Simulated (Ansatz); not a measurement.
**CO on WC(100): a dynamics run in two tries**

Wanted: a short trajectory, and a check that the input is sound. The slab cell is 2×2, and the adsorbate is set down on it by hand.

All numbers below are computed with Ansatz 0.2.0 (DFT PBE, plane waves, PAW, scalar-relativistic, no spin polarisation).

## (1) The structure to begin with

The cell holds 18 atoms (C9OW8): a = 5.778 Å, b = 5.654 Å, c = 17.170 Å, α = 90.00°, β = 90.00°, γ = 90.00°.

Its coordinates follow in the input file.

## (2) The run

File input.yaml:

```yaml
accuracy: low
crystal:
  lattice:
    - [5.778, 0.0, 0.0]
    - [0.0, 5.654, 0.0]
    - [0.0, 0.0, 17.169912]
  atoms:
    - { symbol: W, position: [0.0, 0.0, 0.0582414] }
    - { symbol: C, position: [0.5007857, 0.24804248, 0.14409446] }
    - { symbol: W, position: [0.24690548, 0.0110667, 0.19598988] }
    - { symbol: C, position: [0.42438417, 0.24198046, 0.26591886] }
    - { symbol: W, position: [0.0, 0.5, 0.0582414] }
    - { symbol: C, position: [0.45842618, 0.75527626, 0.14299244] }
    - { symbol: W, position: [0.24218586, 0.5018837, 0.20023018] }
    - { symbol: C, position: [0.30732432, 0.76942343, 0.29060369] }
    - { symbol: W, position: [0.5, 0.0, 0.0582414] }
    - { symbol: C, position: [1.00713868, 0.23212781, 0.14798685] }
    - { symbol: W, position: [0.73468998, -0.03386636, 0.19250629] }
    - { symbol: C, position: [0.65478448, 0.25952454, 0.29115548] }
    - { symbol: W, position: [0.5, 0.5, 0.0582414] }
    - { symbol: C, position: [0.98066894, 0.72953326, 0.16215936] }
    - { symbol: W, position: [0.74357839, 0.47848738, 0.20285277] }
    - { symbol: C, position: [0.54194265, 0.71706989, 0.26087325] }
    - { symbol: C, position: [0.76972098, 0.24447563, 0.36106086] }
    - { symbol: O, position: [0.84877639, 0.27239508, 0.42201235] }
basis:
  ecutwfc: 420.0
kpoints:
  mp_grid: { grid: [3, 3, 1] }
hamiltonian:
  xc: pbe
  pseudopotentials: { kind: paw, azcp: { folder: soft_1 } }
scf:
  occupations: { method: fermi_dirac, width: 0.1 }
  lower_state_search: "off"
  max_iter: 3
md:
  timestep: 1
  n_steps: 25
  ensemble: nvt_nose_hoover
  temperature: 2400.0
  initial_velocities: maxwell_boltzmann
  seed: 718938
  nose_hoover: { tau: 100.0, chain_length: 3 }
  constraints: [{ sites: [0, 4, 8, 12] }]
```

Run with:

```sh
$ ansatz run input.yaml --threads 2 --pin off --max-ram 5120MiB --backend cpu --events-out ev --progress --plain --runs-dir out
```

What does the calculation give? Wanted: first try.

The runs gave:

```
 quantity                                                      value
first try                                              not converged
    cause  the cap on SCF cycles is too low for any step to converge
```

**Reading.** The program did not catch the first fault at the input check, so it cost a run.
